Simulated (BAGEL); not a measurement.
**SiHCl3 (trichlorosilane): a chain of runs**

Aim: the energy (HF/def2-SV(P)), then the energy (NEVPT2(2,2)/def2-SV(P)), then a single-point energy (CASPT2(2,2)/def2-SV(P)) of SiHCl3 (trichlorosilane). 

The calculation is run with BAGEL 1.2.2.

## Step 1: The molecule

SiHCl3: 5 atoms, total charge 0, spin state singlet. SMILES: `Cl[SiH](Cl)Cl`. The Si2–Cl4 distance was set to 2.740 Å, away from the relaxed value.

Bond lengths: Cl1–Si2 2.030 Å, Si2–Cl3 2.030 Å, Si2–H5 1.469 Å. Angles: Cl1–Si2–Cl3 109.5°, Cl1–Si2–H5 109.5°, Cl3–Si2–H5 109.4°. A long bond or contact: Si2–Cl4 2.740 Å.

## Step 2: The energy at HF/def2-SV(P) (density fitting with svp-jkfit) (run 1)

input.json

```json
{ "bagel": [

{
  "title": "molecule",
  "basis": "def2-sv_p_.json",
  "df_basis": "svp-jkfit",
  "angstrom": "true",
  "geometry": [
    { "atom": "Cl", "xyz": [    1.829090,   -0.166166,    1.458783 ] },
    { "atom": "Si", "xyz": [    0.056860,    0.392574,    0.642343 ] },
    { "atom": "Cl", "xyz": [    0.155860,    2.338964,    0.075613 ] },
    { "atom": "Cl", "xyz": [   -0.476020,   -1.170520,   -1.544190 ] },
    { "atom": "H", "xyz": [   -1.013150,    0.226204,    1.635053 ] }
  ]
},
{ "title": "hf" },
{ "title": "print", "file": "orbitals.molden", "orbitals": "true" }

]}
```

The basis set def2-SV(P) is read from a file made from the Basis Set Exchange's data (not shown).

On the command line:

```console
BAGEL_NUM_THREADS=1 BAGEL input.json > input.out
```

Standard output:

```text
* using 1 threads per process

  ===============================================================
  ===============================================================

  *** Geometry ***

  { "atom" : "Cl", "xyz" : [      3.456479,     -0.314008,      2.756700 ] },
  { "atom" : "Si", "xyz" : [      0.107450,      0.741857,      1.213852 ] },
  { "atom" : "Cl", "xyz" : [      0.294533,      4.420001,      0.142888 ] },
  { "atom" : "Cl", "xyz" : [     -0.899547,     -2.211962,     -2.918096 ] },
  { "atom" : "H", "xyz" : [     -1.914576,      0.427464,      3.089802 ] },

  Number of auxiliary basis functions:      530

  Since a DF basis is specified, we compute 2- and 3-index integrals:
    o Being stored without compression. Storage requirement is 0.023 GB

  Number of basis functions:       74
  Number of electrons      :       66

    * METHOD: MOLECULE                             0.24

  *** RHF ***

  === Nuclear Repulsion ===
   308.1590196645

      * DIIS with orbital gradients will be used.

  === RHF iteration (def2-sv_p_.json) ===
      0      -1667.43611405          0.01243943           0.09
      1      -1667.52545243          0.00733423           0.09
      2      -1667.56085790          0.00090890           0.09
      3      -1667.56190472          0.00019520           0.09
      4      -1667.56196754          0.00005525           0.08
      5      -1667.56197444          0.00001625           0.08
      6      -1667.56197499          0.00000323           0.09
      7      -1667.56197500          0.00000084           0.08
      8      -1667.56197501          0.00000032           0.08
      9      -1667.56197501          0.00000008           0.08
     10      -1667.56197501          0.00000002           0.08
     11      -1667.56197501          0.00000001           0.08
    * SCF iteration converged.

    * Permanent dipole moment:
           (   -0.022353,    -0.762313,    -1.353821) a.u.

    * METHOD: HF                                   1.18

    * METHOD: PRINT                                0.01

  ===============================================================
```

Wall time 1.6 s (1 thread of Arm Neoverse V1, shared host); peak memory 0.14 GiB.

## Step 3: The energy at NEVPT2(2,2)/def2-SV(P) (density fitting with svp-jkfit) (run 2)

input.json

```json
{ "bagel": [

{
  "title": "molecule",
  "basis": "def2-sv_p_.json",
  "df_basis": "svp-jkfit",
  "angstrom": "true",
  "geometry": [
    { "atom": "Cl", "xyz": [       1.829090,      -0.166166,       1.458783 ] },
    { "atom": "Si", "xyz": [       0.056860,       0.392574,       0.642343 ] },
    { "atom": "Cl", "xyz": [       0.155860,       2.338964,       0.075613 ] },
    { "atom": "Cl", "xyz": [      -0.476020,      -1.170520,      -1.544190 ] },
    { "atom": "H", "xyz": [      -1.013150,       0.226204,       1.635053 ] }
  ]
},

{ "title": "hf" },

{ "title": "nevpt2", "nstate": 1, "nact": 2, "nclosed": 32, "active": [31, 34], "maxiter": 200, "natocc": "true", "ncore": 20 },

{ "title": "print", "file": "orbitals.molden", "orbitals": "true" }

]}
```

The basis set def2-SV(P) is read from a file made from the Basis Set Exchange's data (not shown).

On the command line:

```console
BAGEL_NUM_THREADS=1 BAGEL input.json > input.out
```

Standard output:

```text
* using 1 threads per process

  ===============================================================
  ===============================================================

  *** Geometry ***

  { "atom" : "Cl", "xyz" : [      3.456479,     -0.314008,      2.756700 ] },
  { "atom" : "Si", "xyz" : [      0.107450,      0.741857,      1.213852 ] },
  { "atom" : "Cl", "xyz" : [      0.294533,      4.420001,      0.142888 ] },
  { "atom" : "Cl", "xyz" : [     -0.899547,     -2.211962,     -2.918096 ] },
  { "atom" : "H", "xyz" : [     -1.914576,      0.427464,      3.089802 ] },

  Number of auxiliary basis functions:      530

  Since a DF basis is specified, we compute 2- and 3-index integrals:
    o Being stored without compression. Storage requirement is 0.023 GB

[... 18 lines left out ...]
    * SCF iteration converged.
[... 1 line left out ...]
    * Permanent dipole moment:
[... 28 lines left out ...]
    * Second-order optimization converged. *

     guess   0:   closed 1.                   open ..

  === FCI iteration ===

      0  0     -1667.55951379     6.13e-02      0.00
      1  0     -1667.58185322     1.26e-02      0.00
      2  0 *   -1667.58357617     4.91e-16      0.00

     * ci vector, state   0, <S^2> = 0.0000
       2.     0.9807696167
       .2    -0.1951690525

  === DF-NEVPT2 calculation ===

    * 3-index integral transformation done
    * assembly done

      NEVPT2 correlation energy:   -0.4620028921      0.09

          (+0)     -0.3775771236
          (+0)'    -0.0217591265
          (+1)     -0.0192910642
          (+1)'    -0.0000000000
          (+2)     -0.0009070648
          (-1)     -0.0385532949
          (-1)'     0.0000000000
          (-2)     -0.0039152180

      NEVPT2 total energy:       -1668.0455790640

    * METHOD: NEVPT2                               5.86

    * METHOD: PRINT                                0.01

  ===============================================================
```

Wall time 7.5 s (1 thread of Arm Neoverse V1, shared host); peak memory 0.14 GiB.

## Step 4: The energy at CASPT2(2,2)/def2-SV(P) (density fitting with svp-jkfit) (run 3)

calc.json

```json
{ "bagel": [

{
  "title": "molecule",
  "basis": "def2-sv_p_.json",
  "df_basis": "svp-jkfit",
  "angstrom": true,
  "geometry": [
    { "atom": "Cl", "xyz": [       1.829090,      -0.166166,       1.458783 ] },
    { "atom": "Si", "xyz": [       0.056860,       0.392574,       0.642343 ] },
    { "atom": "Cl", "xyz": [       0.155860,       2.338964,       0.075613 ] },
    { "atom": "Cl", "xyz": [      -0.476020,      -1.170520,      -1.544190 ] },
    { "atom": "H", "xyz": [      -1.013150,       0.226204,       1.635053 ] }
  ]
},

{ "title": "hf" },

{ "title": "casscf", "nstate": 1, "nact": 2, "nclosed": 32, "active": [31, 34], "maxiter": 200, "natocc": true },

{ "title": "print", "file": "orbitals.molden", "orbitals": true },

{ "title": "smith", "method": "caspt2", "ms": true, "xms": true, "sssr": true, "shift": 0.2, "shift_imag": true, "ncore": 20 }

]}
```

The basis set def2-SV(P) is read from a file made from the Basis Set Exchange's data (not shown).

On the command line:

```console
BAGEL_NUM_THREADS=1 BAGEL calc.json > calc.out
```

Standard output:

```text
* using 1 threads per process

  ===============================================================
  ===============================================================

  *** Geometry ***

  { "atom" : "Cl", "xyz" : [      3.456479,     -0.314008,      2.756700 ] },
  { "atom" : "Si", "xyz" : [      0.107450,      0.741857,      1.213852 ] },
  { "atom" : "Cl", "xyz" : [      0.294533,      4.420001,      0.142888 ] },
  { "atom" : "Cl", "xyz" : [     -0.899547,     -2.211962,     -2.918096 ] },
  { "atom" : "H", "xyz" : [     -1.914576,      0.427464,      3.089802 ] },

  Number of auxiliary basis functions:      530

  Since a DF basis is specified, we compute 2- and 3-index integrals:
    o Being stored without compression. Storage requirement is 0.023 GB

[... 18 lines left out ...]
    * SCF iteration converged.
[... 1 line left out ...]
    * Permanent dipole moment:
[... 27 lines left out ...]
    * Second-order optimization converged. *
[... 9 lines left out ...]
     * ci vector, state   0, <S^2> = 0.0000
[... 16 lines left out ...]
    * Zeroth order energy : state  0       -0.8619727506
[... 4 lines left out ...]
       #      aibj      arbs      arbi      airj      risj      airs      arst      rist         Etot      error   time
[... 2 lines left out ...]
       0  -0.37636  -0.00464  -0.03892  -0.02034  -0.00119  -0.01916  -0.00000  -0.00000   -0.4606107  0.0013111   0.04
       1  -0.37650  -0.00465  -0.03899  -0.02054  -0.00124  -0.01937  -0.00000  -0.00000   -0.4613044  0.0001683   0.04
       2  -0.37651  -0.00465  -0.03898  -0.02055  -0.00125  -0.01937  -0.00000  -0.00000   -0.4613185  0.0000289   0.04
       3  -0.37651  -0.00465  -0.03898  -0.02055  -0.00125  -0.01937  -0.00000  -0.00000   -0.4613188  0.0000051   0.04
       4  -0.37651  -0.00465  -0.03899  -0.02055  -0.00125  -0.01937  -0.00000  -0.00000   -0.4613188  0.0000008   0.04

      ------------------------------------------------------------------------------------------------------------------

    * CASPT2 energy : state  0    -1668.0476878594
        w/o shift correction      -1668.0448950135
        reference weight              0.8535657712

    * METHOD: SMITH                                0.38

  ===============================================================
```

Wall time 7.5 s (1 thread of Arm Neoverse V1, shared host); peak memory 0.14 GiB.

## Step 5: What came out

| quantity | value |
| --- | --- |
| run 1, HF/def2-SV(P): total energy | -1667.56198 Eh |
| run 1, HF/def2-SV(P): dipole moment | 3.95 D |
| run 1, HF/def2-SV(P): HOMO energy | -11.42 eV |
| run 1, HF/def2-SV(P): LUMO energy | 0.32 eV |
| run 1, HF/def2-SV(P): HOMO–LUMO gap | 11.74 eV |
| run 2, NEVPT2(2,2)/def2-SV(P): total energy | -1668.04558 Eh |
| run 3, CASPT2(2,2)/def2-SV(P): total energy | -1668.04769 Eh |
